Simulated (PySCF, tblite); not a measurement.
**C2H10FN2Si2 radical: geometry, infrared bands and EPR parameters**

What infrared bands and EPR parameters should C2H10FN2Si2 radical (`[CH2][Si@](N)(F)[SiH2]NC`) show?

The runs use tblite 0.8.0 and PySCF 2.14.0, with density-fitted response routines of our own; the level of theory stands in each step. All values are computed, except where a source is named. Atoms count from 0, in the outputs and in this text.

## (1) The starting structure

17 atoms, charge 0, multiplicity 2; geometry from: force field or distance geometry start.

Bonds of the start (Å): C0–Si1 1.84, Si1–N2 1.78, Si1–F3 1.70, Si1–Si4 2.23, Si4–N5 1.78, N5–C6 1.46, C0–H7 1.10, C0–H8 1.09, N2–H9 1.04, N2–H10 1.05, Si4–H11 1.48, Si4–H12 1.48, N5–H13 1.05, C6–H14 1.11, C6–H15 1.11, C6–H16 1.11.

## (2) Relaxing the molecule with GFN2-xTB

What the job is given:

```
{"job": {"kind": "relax", "xc": "GFN2-xTB", "basis": "xTB"}, "charge": 0, "multiplicity": 2}
C     -1.463600     1.940000     0.410100
Si    -1.522200     0.107600     0.592200
N     -2.914400    -0.641200    -0.229800
F     -1.611400    -0.269800     2.244200
Si     0.306000    -0.909500    -0.169900
N      1.747500    -0.476400     0.785600
C      2.661400     0.202900    -0.125600
H     -2.150600     2.343500    -0.351900
H     -0.456900     2.367600     0.386400
H     -2.606500    -1.518500    -0.691700
H     -3.354500     0.030500    -0.912400
H      0.570600    -0.592100    -1.590000
H      0.065400    -2.367300    -0.127900
H      2.192000    -1.346200     1.169400
H      2.586600    -0.323100    -1.099500
H      3.697100     0.238800     0.273500
H      2.246300     1.225300    -0.273600
```

Run with:

```bash
$ OMP_NUM_THREADS=1 python probes_run.py task.json out
```

One launch serves the whole session: the jobs run in the order shown.

**Question.** This job is followed by: GFN2-xTB harmonic vibrations, gas phase; UKS B3LYP, pcH-1 on C F H N Si, non-relativistic, mean-field spin-orbit, GIAO. What will the session give for the following? strongest single infrared mode (GFN2-xTB); zero-point energy (GFN2-xTB); g(iso) (B3LYP); ⟨S²⟩; largest a(iso) (averaged by class); surface potential, 1st and 99th percentile.

As calculated:

| quantity | value |
| --- | --- |
| strongest single infrared mode (GFN2-xTB) | 2164 cm⁻¹, 347 km/mol |
| zero-point energy (GFN2-xTB) | 75.8 kcal/mol |
| g(iso) (B3LYP) | 2.00261 |
| ⟨S²⟩ | 0.754 (exact 0.75) |
| largest a(iso) (averaged by class) | 13C on C0, 102.9 MHz |
| surface potential, 1st and 99th percentile | -1.31 V and 1.68 V |

In words: The optimisation took 184 steps and gained 1.058 eV; among the close pairs (by a distance rule), Si1–Si4 changed most, from 2.227 to 2.351 Å. The lowest mode is slightly imaginary (12i cm⁻¹), a soft motion within the noise of the Hessian, so the minimum is not strictly shown. The strongest single mode, at 2164 cm⁻¹, moves mainly H11. Unscaled tight-binding wavenumbers are off by several per cent, some by more. Its intensities can rank the bands wrongly. Most of the unpaired spin sits on C0 (1.00 e). The isotropic g lies 0.3 ppt above the free-electron value.
